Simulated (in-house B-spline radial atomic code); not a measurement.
# Br¹⁸⁺: Hartree-Fock with and without relativity

How do the shells of Br¹⁸⁺ move when the Schrödinger Hamiltonian gives way to Dirac's?

Program: in-house B-spline radial atomic code version 1. Level of theory: Hartree-Fock averaged over the configuration, non-relativistic (point nucleus) and Dirac-Coulomb (finite nucleus); spherical all-electron atom at the radial basis limit. These are calculated values, not measurements, unless marked.

### Step 1. The atom as given

* element: bromine (Z = 35)
* charge: +18
* electrons: 17
* configuration: [Ne] 3s2 3p5
* nucleus: point (non-relativistic run); Fermi, rms radius 4.163 fm (Dirac runs)

Outer shells as boxes (Hund's rule):

[Ne] 3s2 3p5
```
[Ne] core
3s [↑↓]
3p [↑↓][↑↓][↑ ]
```

The boxes draw the filling by Hund's rule, which heavy ions in jj coupling don't follow; these runs average over all states of the configuration.

### Step 2. Non-relativistic run

Settings, as recorded:

```ini
Z = 35
electrons = 17.0
configuration = [Ne] 3s2 3p5
hamiltonian = nr
method = hf
spin_polarised = False
```

### Step 3. Dirac-Coulomb run

Settings, as recorded:

```ini
Z = 35
electrons = 17.0
configuration = [Ne] 3s2 3p5
hamiltonian = dirac
method = hf
spin_polarised = False
nucleus = fermi
rms_radius = 4.1629
mass_number = 79
atomic_mass = 78.918337574
speed_of_light = 137.035999084
```

### Step 4. Dirac-Coulomb run in the lowest jj configuration, 1s2 2s2 2p6 3s2 3p-2 3p+3

In configurations, a minus sign after the shell means j = l − 1/2 and a plus sign j = l + 1/2; the count of electrons follows.

The settings differ from step 3 so:

```diff
@@ -2,3 +2,3 @@
 electrons = 17.0
-configuration = [Ne] 3s2 3p5
+configuration = 1s2 2s2 2p6 3s2 3p-2 3p+3
 hamiltonian = dirac
```

Before running: How much does each shell's level and mean radius change with the Dirac Hamiltonian, and the total energy?

As calculated:

Levels and radii; the Dirac values are averaged over j with the occupations as weights.

| shell | ε non-rel. (eV) | ε Dirac (eV) | <r> non-rel. (bohr) | <r> Dirac (bohr) | change of <r> (%) |
| --- | --- | --- | --- | --- | --- |
| 1s | -14027.5 | -14258.3 | 0.04368 | 0.04274 | -2.16 |
| 2s | -2457.22 | -2511.26 | 0.1912 | 0.1869 | -2.24 |
| 2p | -2278.78 | -2292.52 | 0.1654 | 0.1637 | -1.06 |
| 3s | -826.99 | -840.11 | 0.4932 | 0.4854 | -1.58 |
| 3p | -762.53 | -766.74 | 0.4823 | 0.4787 | -0.73 |

What this shows: The Dirac run lies -32.81 hartree (-1.4 %) from the non-relativistic one; the finite nucleus has a part in that. First-order perturbation theory (mass-velocity plus Darwin) gives -31.02 hartree, which is 95 % of the full shift. 2s shrinks most on the average over j, by -2.24 %. Spin-orbit coupling splits the 3p level by 9.933 eV and the 2p level by 48.474 eV. The lowest jj configuration lies 3.225 eV below the average over the whole configuration. Breit terms add 1.25 hartree and QED terms 0.867 hartree.
